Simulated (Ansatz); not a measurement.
# Sn3As: the cost of one run

Method: DFT PBE, scalar-relativistic, plane waves, PAW, in Ansatz 0.2.0.

### Step 1. The system as given

The structure is cubic, space group Fm-3m (No. 225). The conventional cell has a = 7.714 Å, b = 7.714 Å, c = 7.714 Å, α = 90.00°, β = 90.00°, γ = 90.00°. Around Sn (site symmetry m-3m) lie 8 Sn at 3.34 Å. Sn (site symmetry -43m) has 4 Sn at 3.34 Å and 4 As at 3.34 Å in its first shell of neighbours. As (site symmetry m-3m) has 8 Sn at 3.34 Å in its first shell of neighbours.

Coordinates:

```
CELL_PARAMETERS angstrom
0.00000 3.85687 3.85687
3.85687 0.00000 3.85687
3.85687 3.85687 0.00000
ATOMIC_POSITIONS crystal
Sn 0.00000 0.00000 0.00000
Sn 0.25000 0.25000 0.25000
Sn 0.75000 0.75000 0.75000
As 0.50000 0.50000 0.50000
```

A structure generator made this guess: random cell by space group and Wyckoff sites (Fm-3m, No. 225). Its size is a rough estimate.

### Step 2. A first look at the guess

input.yaml

```yaml
crystal:
  lattice:
    - [0.0, 3.85686691, 3.85686691]
    - [3.85686691, 0.0, 3.85686691]
    - [3.85686691, 3.85686691, 0.0]
  atoms:
    - { symbol: Sn, position: [0.0, 0.0, 0.0] }
    - { symbol: Sn, position: [0.25, 0.25, 0.25] }
    - { symbol: Sn, position: [0.75, 0.75, 0.75] }
    - { symbol: As, position: [0.5, 0.5, 0.5] }
basis:
  ecutwfc: 420
kpoints:
  mp_grid: { grid: [4, 4, 4] }
hamiltonian:
  xc: pbe
scf:
  occupations: { method: gaussian, width: 0.1 }
  lower_state_search: "off"
output:
  forces: true
  stress: true
  eigenvalues: true
```

Command:

```
$ ansatz run input.yaml --threads 1 --pin off --max-ram 2560MiB --backend cpu --events-out ev --progress --plain --runs-dir out
```

What time and memory should one allow on 1 thread of Arm Neoverse V1, shared host?

About 2.8 s, with a peak of 0.36 GiB.
